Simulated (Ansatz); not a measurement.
**Te4Pt3 under changes of volume**

One of the cells (23.211 Å³/atom); the others are scaled copies at fixed shape and fractional positions:

```
Pt Te
1.0
     1.99400    1.15124   11.79667
    -1.99400    1.15124   11.79667
     0.00000   -2.30247   11.79667
Pt Te
3 4
Direct
  0.85400 0.85400 0.85400
  0.14600 0.14600 0.14600
  0.00000 0.00000 0.00000
  0.70500 0.70500 0.70500
  0.29500 0.29500 0.29500
  0.55700 0.55700 0.55700
  0.44300 0.44300 0.44300
```

| Quantity | Value |
| --- | --- |
| Program | Ansatz 0.2.0 |
| Functional | PBEsol |
| Potentials or basis | Ansatz PAW |
| Cutoff | 420 eV (not typed: the program's choice for these potentials) |
| k mesh | 8 × 8 × 8 |
| Occupations | fermi-dirac, width 0.05 eV |
| Spin | no spin polarisation |

```csv
volume (Å³/atom),energy over the lowest point (meV/atom),pressure (GPa),largest force (eV/Å)
21.819,24.13,7.3,0.868
22.283,7.71,4.1,0.604
22.747,0.00,1.3,0.445
23.211,0.00,-1.2,0.634
23.676,6.82,-3.4,0.805
24.140,?,?,?
24.604,37.86,-7.1,1.100
```

Question: What does the run at 24.140 Å³/atom give?

Answer: Energy over the lowest point 19.67 meV/atom; pressure -5.4 GPa; largest force 0.960 eV/Å.

Worked out: A Birch-Murnaghan fit of order 3 (a polynomial in V^(-2/3)) to the other rows has its minimum at 22.98 Å³/atom with B0 = V·E''(V) = 124 GPa and B' = 5.1 at fixed shape and positions, which overstates the stiffness. It gives 19.68 meV/atom at 24.140 Å³/atom, against the run's 19.67, and -dE/dV = -5.4 GPa, against -5.4.

Energies are extrapolated to zero smearing.

Caveats: the PAW data sets come from PBE, with cores solved anew for the run's functional, which leaves a small shift of forces and pressure; forces of over 1 eV/Å show positions far from the minimum, so gaps and moduli don't describe the material at rest (some runs).
